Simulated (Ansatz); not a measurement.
# H5NOSi + HF: a complex and its separated parts, part 2 of 2

Ansatz 0.2.0, Gaussian basis. The steps go on from the part before.

### Step 14. wB97X-V/def2-TZVPP

The inputs:

parta/in.yaml

```yaml
crystal:
  periodic: [false, false, false]
  atoms:
    - {symbol: Si, position_ang: [-0.884148, 0.311985, -0.059833]}
    - {symbol: H, position_ang: [-1.750777, -0.688204, -0.740348]}
    - {symbol: H, position_ang: [-1.664366, 1.520208, 0.312172]}
    - {symbol: N, position_ang: [-0.301071, -0.345697, 1.397094]}
    - {symbol: O, position_ang: [0.338081, 0.714355, -1.095376]}
    - {symbol: H, position_ang: [0.191886, -1.223391, 1.415419]}
    - {symbol: H, position_ang: [-0.002138, 0.258761, 2.144168]}
    - {symbol: H, position_ang: [0.124835, 0.769059, -2.027852]}
basis:
  gaussian: {orbitals: def2-TZVPP}
hamiltonian: {xc: {name: wB97X-V}}
```

partb/in.yaml

```yaml
crystal:
  periodic: [false, false, false]
  atoms:
    - {symbol: F, position_ang: [2.282071, -0.981073, -0.560442]}
    - {symbol: H, position_ang: [1.665427, -0.336103, -0.785101]}
basis:
  gaussian: {orbitals: def2-TZVPP}
hamiltonian: {xc: {name: wB97X-V}}
```

Each run has its own folder and the same command.

Command:

```bash
$ ansatz run in.yaml --threads 4 --pin off --events-out ev --progress --plain --max-ram 9574MiB
```

Log of parta, shortened:

```text
Functional definition: wB97X-V
  name "wB97X-V"
  cite "Mardirossian & Head-Gordon, Phys. Chem. Chem. Phys. 16, 9904 (2014) doi:10.1039/C3CP54374A"
  cite "Becke, J. Chem. Phys. 107, 8554 (1997) doi:10.1063/1.475007"
  cite "Vydrov & Van Voorhis, J. Chem. Phys. 133, 244103 (2010) doi:10.1063/1.3521275"
[...]
      + integral(e_c_pw_opposite_spin*poly(b97_u_opposite, cos0, cos1)) + vv10(b, c)
892 factors; their error is unknown
214 factors; integrals over basis functions are off by at most 1.1e-5 eV
[...]
mean field -11497.68428982 eV, -422.5321042406 hartree, gradient 6.9e-5 eV, S^2 0.000000; 0 other end points of the search recorded, 0 dependent functions left out
reference -11497.68428802 eV, -422.5321041745 hartree; 17, 17 occupied and 157, 157 virtual orbitals, 892 factors
Total energy: -11497.68428802 eV, -422.5321041745 hartree
```

Output in partb, shortened:

```text
[... 5 set-up lines as earlier in the session ...]
[...]
      + integral(e_c_pw_opposite_spin*poly(b97_u_opposite, cos0, cos1)) + vv10(b, c)
215 factors; their error is unknown
48 factors; integrals over basis functions are off by at most 2.2e-5 eV
[...]
mean field -2733.49560870 eV, -100.4541107900 hartree, gradient 1.0e-5 eV, S^2 0.000000; 0 other end points of the search recorded, 0 dependent functions left out
reference -2733.49560811 eV, -100.4541107682 hartree; 5, 5 occupied and 40, 40 virtual orbitals, 215 factors
Total energy: -2733.49560811 eV, -100.4541107682 hartree
```

Wall times: 6 s (parta), 0.51 s (partb) on 4 threads of AMD EPYC, shared host.

### Step 15. wB97M-V/def2-TZVPP

The same edit goes into each in.yaml of step 14 (parta, partb):

```diff
-hamiltonian: {xc: {name: wB97X-V}}
+hamiltonian: {xc: {name: wB97M-V}}
```

The same command starts each run, in its folder.

Command:

```bash
$ ansatz run in.yaml --threads 4 --pin off --events-out ev --progress --plain --max-ram 9574MiB
```

Output in parta, shortened:

```text
Functional definition: wB97M-V
  name "wB97M-V"
  cite "Mardirossian & Head-Gordon, J. Chem. Phys. 144, 214110 (2016) doi:10.1063/1.4952647"
[... 2 set-up lines as earlier in the session ...]
  # Of w^i u^j: cxij and so on, Table III.
[...]
  gx(w, u) = 1 - cx + cx01*u + cx10*w
[...]
      + integral(e_c_pw_mod_opposite_spin*gos(b97_w_opposite, b97_u_opposite)) + vv10(b, c)
892 factors; their error is unknown
214 factors; integrals over basis functions are off by at most 1.1e-5 eV
[...]
mean field -11498.17860386 eV, -422.5502699464 hartree, gradient 4.9e-5 eV, S^2 0.000000; 0 other end points of the search recorded, 0 dependent functions left out
reference -11498.17864781 eV, -422.5502715616 hartree; 17, 17 occupied and 157, 157 virtual orbitals, 892 factors
Total energy: -11498.17864781 eV, -422.5502715616 hartree
```

Output in partb, shortened:

```text
[... 5 set-up lines as earlier in the session ...]
  # Of w^i u^j: cxij and so on, Table III.
[...]
  gx(w, u) = 1 - cx + cx01*u + cx10*w
[...]
      + integral(e_c_pw_mod_opposite_spin*gos(b97_w_opposite, b97_u_opposite)) + vv10(b, c)
215 factors; their error is unknown
48 factors; integrals over basis functions are off by at most 2.2e-5 eV
[...]
mean field -2733.67553381 eV, -100.4607229155 hartree, gradient 1.2e-5 eV, S^2 0.000000; 0 other end points of the search recorded, 0 dependent functions left out
reference -2733.67554847 eV, -100.4607234546 hartree; 5, 5 occupied and 40, 40 virtual orbitals, 215 factors
Total energy: -2733.67554847 eV, -100.4607234546 hartree
```

Times: 6 s (parta), 0.56 s (partb) on 4 threads of AMD EPYC, shared host.

### Step 16. B2PLYP/def2-TZVPP

Each input of step 15 (parta, partb) changes in the same lines:

```diff
-hamiltonian: {xc: {name: wB97M-V}}
+hamiltonian: {xc: {name: B2PLYP}}
```

Each run has its own folder and the same command.

Command:

```bash
$ ansatz run in.yaml --threads 4 --pin off --events-out ev --progress --plain --max-ram 9574MiB
```

Log of parta, shortened:

```text
Functional definition: B2PLYP
  name "B2PLYP"
  cite "Grimme, J. Chem. Phys. 124, 034108 (2006) doi:10.1063/1.2148954"
[... 2 set-up lines as earlier in the session ...]
[...]
1016 factors; integrals over basis functions are off by at most 9.6e-4 eV
[...]
mean field -11489.19605116 eV, -422.2201672233 hartree, gradient 4.8e-6 eV, S^2 0.000000; 0 other end points of the search recorded, 0 dependent functions left out
7 core orbitals not correlated: weight in the atoms' cores, before any rotation towards them, 1.000 or more for the frozen orbitals, at most 0.000 for the correlated occupied ones
reference -11489.19619525 eV, -422.2201725187 hartree; 10, 10 occupied and 157, 157 virtual orbitals, 1016 factors
second order -19.15870836 eV of doubles, -0.00000000 eV of singles
Total energy: -11494.36904651 eV, -422.4102712961 hartree
```

Output in partb, shortened:

```text
[... 5 set-up lines as earlier in the session ...]
[...]
287 factors; integrals over basis functions are off by at most 1.0e-3 eV
[...]
mean field -2730.72516331 eV, -100.3522987997 hartree, gradient 1.4e-6 eV, S^2 0.000000; 0 other end points of the search recorded, 0 dependent functions left out
1 core orbitals not correlated: weight in the atoms' cores, before any rotation towards them, 1.000 or more for the frozen orbitals, at most 0.000 for the correlated occupied ones
reference -2730.72522002 eV, -100.3523008838 hartree; 4, 4 occupied and 40, 40 virtual orbitals, 287 factors
second order -8.59429655 eV of doubles, -0.00000000 eV of singles
Total energy: -2733.04568009 eV, -100.4375762185 hartree
```

Times: 4.2 s (parta), 0.45 s (partb) on 4 threads of AMD EPYC, shared host.

### Step 17. PBE-QIDH/def2-TZVPP

The same edit goes into each in.yaml of step 16 (parta, partb):

```diff
-hamiltonian: {xc: {name: B2PLYP}}
+hamiltonian: {xc: {name: PBE-QIDH}}
```

Each run has its own folder and the same command.

Command:

```bash
$ ansatz run in.yaml --threads 4 --pin off --events-out ev --progress --plain --max-ram 9574MiB
```

Output in parta, shortened:

```text
Functional definition: PBE-QIDH
  name "PBE-QIDH"
  cite "Brémond, Sancho-García, Pérez-Jiménez & Adamo, J. Chem. Phys. 141, 031101 (2014) doi:10.1063/1.4890314"
[... 1 set-up line as earlier in the session ...]
[...]
1016 factors; integrals over basis functions are off by at most 9.6e-4 eV
[...]
mean field -11484.17298695 eV, -422.0355730183 hartree, gradient 1.4e-6 eV, S^2 0.000000; 0 other end points of the search recorded, 0 dependent functions left out
7 core orbitals not correlated: weight in the atoms' cores, before any rotation towards them, 1.000 or more for the frozen orbitals, at most 0.000 for the correlated occupied ones
reference -11484.17299796 eV, -422.0355734230 hartree; 10, 10 occupied and 157, 157 virtual orbitals, 1016 factors
second order -17.83021382 eV of doubles, -0.00000000 eV of singles
Total energy: -11490.11640257 eV, -422.2539895137 hartree
```

partb printed, shortened:

```text
[... 4 set-up lines as earlier in the session ...]
[...]
287 factors; integrals over basis functions are off by at most 1.0e-3 eV
[...]
mean field -2728.92236195 eV, -100.2860470716 hartree, gradient 3.8e-6 eV, S^2 0.000000; 0 other end points of the search recorded, 0 dependent functions left out
1 core orbitals not correlated: weight in the atoms' cores, before any rotation towards them, 1.000 or more for the frozen orbitals, at most 0.000 for the correlated occupied ones
reference -2728.92236530 eV, -100.2860471949 hartree; 4, 4 occupied and 40, 40 virtual orbitals, 287 factors
second order -8.07175557 eV of doubles, -0.00000000 eV of singles
Total energy: -2731.61295049 eV, -100.3849243769 hartree
```

They took 4.2 s (parta), 0.4 s (partb) on 4 threads of AMD EPYC, shared host.

### Step 18. RPA on PBE/def2-TZVPP

Each input of step 17 (parta, partb) changes in the same lines:

```diff
-hamiltonian: {xc: {name: PBE-QIDH}}
+hamiltonian: {xc: pbe}
+correlation: {method: rpa}
```

One command serves all of them, each in its own folder.

Command:

```bash
$ ansatz run in.yaml --threads 4 --pin off --events-out ev --progress --plain --max-ram 9574MiB
```

Output in parta, shortened:

```text
[... 4 set-up lines as earlier in the session ...]
[...]
1016 factors; integrals over basis functions are off by at most 9.6e-4 eV
[...]
mean field -11491.79211677 eV, -422.3155708750 hartree, gradient 6.2e-6 eV, S^2 0.000000; 0 other end points of the search recorded, 0 dependent functions left out
7 core orbitals not correlated: weight in the atoms' cores, before any rotation towards them, 1.000 or more for the frozen orbitals, at most 0.000 for the correlated occupied ones
reference -11463.41901691 eV, -421.2728786871 hartree; 10, 10 occupied and 157, 157 virtual orbitals, 1016 factors
Total energy: -11489.45561568 eV, -422.2297060435 hartree
```

partb printed, shortened:

```text
[... 4 set-up lines as earlier in the session ...]
[...]
287 factors; integrals over basis functions are off by at most 1.0e-3 eV
[...]
mean field -2731.84364646 eV, -100.3934022974 hartree, gradient 9.3e-7 eV, S^2 0.000000; 0 other end points of the search recorded, 0 dependent functions left out
1 core orbitals not correlated: weight in the atoms' cores, before any rotation towards them, 1.000 or more for the frozen orbitals, at most 0.000 for the correlated occupied ones
reference -2722.68103301 eV, -100.0566824638 hartree; 4, 4 occupied and 40, 40 virtual orbitals, 287 factors
Total energy: -2733.63267702 eV, -100.4591479576 hartree
```

Wall times: 3.8 s (parta), 0.51 s (partb) on 4 threads of AMD EPYC, shared host.

### Step 19. CCSD(T)/def2-TZVPP

The same edit goes into each in.yaml of step 18 (parta, partb):

```diff
-hamiltonian: {xc: pbe}
-correlation: {method: rpa}
+correlation: {method: ccsd_t}
```

One command serves all of them, each in its own folder.

Command:

```bash
$ ansatz run in.yaml --threads 4 --pin off --events-out ev --progress --plain --max-ram 9574MiB
```

Log of parta, shortened:

```text
Functional definition: HF
  name "HF"
  cite "Fock, Z. Phys. 61, 126 (1930) doi:10.1007/BF01340294"
[... 1 set-up line as earlier in the session ...]
[...]
1016 factors; integrals over basis functions are off by at most 9.6e-4 eV
[...]
mean field -11464.45056359 eV, -421.3107873283 hartree, gradient 2.2e-6 eV, S^2 0.000000; 0 other end points of the search recorded, 0 dependent functions left out
7 core orbitals not correlated: weight in the atoms' cores, before any rotation towards them, 1.000 or more for the frozen orbitals, at most 0.000 for the correlated occupied ones
reference -11464.45056359 eV, -421.3107873283 hartree; 10, 10 occupied and 157, 157 virtual orbitals, 1016 factors
second order -15.93874653 eV of doubles, -0.00000000 eV of singles
cycle   1  -16.21037629 eV  change   -2.7e-1 eV  update   7.8e-2
[...]
cycle   9  -16.64270109 eV  change   -4.6e-6 eV  update   1.3e-5
perturbative correction -0.56344586 eV, -0.0207062533 hartree
Total energy: -11481.65671054 eV, -421.9431015660 hartree
```

Log of partb, shortened:

```text
[... 4 set-up lines as earlier in the session ...]
[...]
287 factors; integrals over basis functions are off by at most 1.0e-3 eV
[...]
mean field -2722.91252400 eV, -100.0651896006 hartree, gradient 4.5e-6 eV, S^2 0.000000; 0 other end points of the search recorded, 0 dependent functions left out
1 core orbitals not correlated: weight in the atoms' cores, before any rotation towards them, 1.000 or more for the frozen orbitals, at most 0.000 for the correlated occupied ones
reference -2722.91252400 eV, -100.0651896006 hartree; 4, 4 occupied and 40, 40 virtual orbitals, 287 factors
second order -7.36502608 eV of doubles, -0.00000000 eV of singles
cycle   1  -7.29633500 eV  change    6.9e-2 eV  update   4.0e-2
[...]
cycle   8  -7.43104274 eV  change    5.2e-7 eV  update   3.3e-6
perturbative correction -0.17035521 eV, -0.0062604386 hartree
Total energy: -2730.51392195 eV, -100.3445358229 hartree
```

Wall times: 28 s (parta), 0.51 s (partb) on 4 threads of AMD EPYC, shared host; peak memory 1.5 GiB.

### Step 20. Vibrations of H5NOSi

vib-parta/in.yaml

```yaml
crystal:
  periodic: [false, false, false]
  atoms:
    - {symbol: Si, position_ang: [-0.884148, 0.311985, -0.059833]}
    - {symbol: H, position_ang: [-1.750777, -0.688204, -0.740348]}
    - {symbol: H, position_ang: [-1.664366, 1.520208, 0.312172]}
    - {symbol: N, position_ang: [-0.301071, -0.345697, 1.397094]}
    - {symbol: O, position_ang: [0.338081, 0.714355, -1.095376]}
    - {symbol: H, position_ang: [0.191886, -1.223391, 1.415419]}
    - {symbol: H, position_ang: [-0.002138, 0.258761, 2.144168]}
    - {symbol: H, position_ang: [0.124835, 0.769059, -2.027852]}
basis:
  gaussian: {orbitals: def2-TZVP}
hamiltonian: {xc: pbe0, dispersion: d4}
phonons: {temperatures: {t_min: 298.15, t_max: 900, t_step: 200}}
```

Command:

```bash
$ ansatz run in.yaml --threads 4 --pin off --events-out ev --progress --plain --max-ram 9574MiB
```

The program printed, shortened:

```text
[... 5 set-up lines as earlier in the session ...]
[...]
794 factors; their error is unknown
[...]
mean field -11492.66762662 eV, -422.3477452685 hartree, gradient 4.6e-5 eV, S^2 0.000000; 0 other end points of the search recorded, 0 dependent functions left out
[...]
Atom 5 at     0.191886    -1.223391     1.415419 Å, force     0.000445    -0.000007     0.000201 eV/Å
Atom 6 at    -0.002138     0.258761     2.144168 Å, force     0.000346    -0.000158    -0.000497 eV/Å
Atom 7 at     0.124835     0.769059    -2.027852 Å, force     0.000697     0.000501     0.000614 eV/Å
Dipole moment:     0.059579    -0.076863    -0.047014 e Å
Vibrations: 79.60 225.42 301.78 397.19 566.62 753.64 822.40 834.43 891.43 906.47 964.10 983.80 1584.78 2209.15 2225.18 3612.36 3706.09 3922.18 cm⁻¹, zero-point energy 1.548973 eV
```

Run time: 68 s. Hardware: 4 threads of AMD EPYC, shared host.

Wavenumbers and character of the modes:

```tsv
mode	wavenumber (cm⁻¹)	character
1	80	torsion
2	225	torsion
3	302	bend with torsion
4	397	torsion
5	567	bend with torsion
6	754	bend
7	822	bend
8	834	Si–O and Si–N stretch
9	891	bend with Si–N stretch
10	906	bend
11	964	torsion with bend
12	984	bend
13	1585	bend
14	2209	Si–H stretch
15	2225	Si–H stretch
16	3612	N–H stretch
17	3706	N–H stretch
18	3922	O–H stretch
```

Vibrational sums (real modes only):

```tsv
T (K)	entropy (J/mol/K)	heat capacity (J/mol/K)
298	41.1	49.5
498	73.4	76.2
698	101.9	92.4
898	126.6	103.5
```

### Step 21. Vibrations of HF

vib-partb/in.yaml

```yaml
crystal:
  periodic: [false, false, false]
  atoms:
    - {symbol: F, position_ang: [2.282071, -0.981073, -0.560442]}
    - {symbol: H, position_ang: [1.665427, -0.336103, -0.785101]}
basis:
  gaussian: {orbitals: def2-TZVP}
hamiltonian: {xc: pbe0, dispersion: d4}
phonons: {temperatures: {t_min: 298.15, t_max: 900, t_step: 200}}
```

Command:

```bash
$ ansatz run in.yaml --threads 4 --pin off --events-out ev --progress --plain --max-ram 9574MiB
```

The program printed, shortened:

```text
[... 5 set-up lines as earlier in the session ...]
[...]
200 factors; their error is unknown
[...]
mean field -2731.80169954 eV, -100.3918607762 hartree, gradient 6.9e-6 eV, S^2 0.000000; 0 other end points of the search recorded, 0 dependent functions left out
[...]
reference -2731.80153536 eV, -100.3918547428 hartree; 5, 5 occupied and 32, 32 virtual orbitals, 200 factors
Total energy: -2731.80322131 eV, -100.3919167003 hartree
Atom 0 at     2.282071    -0.981073    -0.560442 Å, force    -0.004637     0.004850    -0.001689 eV/Å
Atom 1 at     1.665427    -0.336103    -0.785101 Å, force     0.004637    -0.004850     0.001689 eV/Å
Dipole moment:    -0.268635     0.280975    -0.097871 e Å
Vibrations: 4151.16 cm⁻¹, zero-point energy 0.257339 eV
```

It took 1.9 s on 4 threads of AMD EPYC, shared host.

The modes, with what each moves most:

```tsv
mode	wavenumber (cm⁻¹)	character
1	4151	F–H stretch
```

Vibrational sums (real modes only):

```tsv
T (K)	entropy (J/mol/K)	heat capacity (J/mol/K)
298	0.0	0.0
498	0.0	0.0
698	0.0	0.1
898	0.1	0.5
```

### Step 22. Complex less separated parts

The complex's own energies come from single points at the same levels.

Rows are in def2-TZVPP; times add the 3 runs of a level on a shared host, so small differences are noise.

Differences are taken before rounding.

```tsv
method	rung	complex less parts (kcal/mol)	from CCSD(T) (kcal/mol)	time
SPW92	LDA	-15.3	-5.9	3.4 s
PBE-D4	GGA	-11.2	-1.8	5.4 s
BLYP-D4	GGA	-10.8	-1.4	5.4 s
r2SCAN-D4	meta-GGA	-10.8	-1.4	9.3 s
B97M-V	meta-GGA	-9.8	-0.4	16 s
PBE0-D4	hybrid	-10.6	-1.2	7.8 s
B3LYP-D4	hybrid	-10.6	-1.2	7 s
r2SCAN0-D4	hybrid	-10.5	-1.1	11 s
BHLYP-D4	hybrid	-10.4	-1.1	6.8 s
CAM-B3LYP-D4	range-separated hybrid	-11.3	-1.9	7.6 s
wB97X-V	range-separated hybrid	-10.3	-0.9	17 s
wB97M-V	range-separated hybrid	-10.3	-0.9	17 s
B2PLYP	double hybrid	-9.6	-0.2	13 s
PBE-QIDH	double hybrid	-9.7	-0.3	13 s
RPA on PBE	RPA	-8.4	+0.9	12 s
Hartree-Fock	wavefunction	-6.4	+3.0	
MP2	wavefunction	-9.5	-0.1	
CCSD	wavefunction	-8.9	+0.5	
CCSD(T)	wavefunction	-9.4	0	2.7 min
```

Among the levels timed on like hardware and quicker than the yardstick, those that no quicker one beats, quickest first: SPW92 (3.4 s, -5.9 kcal/mol); BLYP-D4 (5.4 s, -1.4 kcal/mol); BHLYP-D4 (6.8 s, -1.1 kcal/mol); RPA on PBE (12 s, +0.9 kcal/mol); PBE-QIDH (13 s, -0.3 kcal/mol); B2PLYP (13 s, -0.2 kcal/mol).

B2PLYP reaches 0.2 kcal/mol from the reference in 13 s, where CCSD(T) took 2.7 min; the quickest level in the cost chart, SPW92, takes 3.4 s and misses by 5.9 kcal/mol.

The complex's zero-point energy, from a separate PBE0-D4 run, is 1.909 eV.

### Step 23. Outcome

What follows sums up all 2 parts.

| quantity | value |
| --- | --- |
| complex less parts, CCSD(T)/def2-TZVPP | -9.4 kcal/mol |
| with zero-point energy | -7.0 kcal/mol |
| largest T1 diagnostic | 0.011 |

**Reading.** At CCSD(T) the complex lies 9.4 kcal/mol below its parts. Among the functionals B2PLYP lands nearest to CCSD(T) (-0.2 kcal/mol) and SPW92 farthest (-5.9 kcal/mol). By rung, the mean size of the error is: LDA 5.9, GGA 1.6, meta-GGA 0.9, hybrid 1.1, range-separated hybrid 1.2, double hybrid 0.2 kcal/mol. PBE-D4 gives a relative energy 1.8 kcal/mol too low, outside chemical accuracy (1 kcal/mol). No counterpoise was applied, and triple zeta lacks some correlation, so the CCSD(T) reference has a basis error of its own, and close matches with it are partly luck.
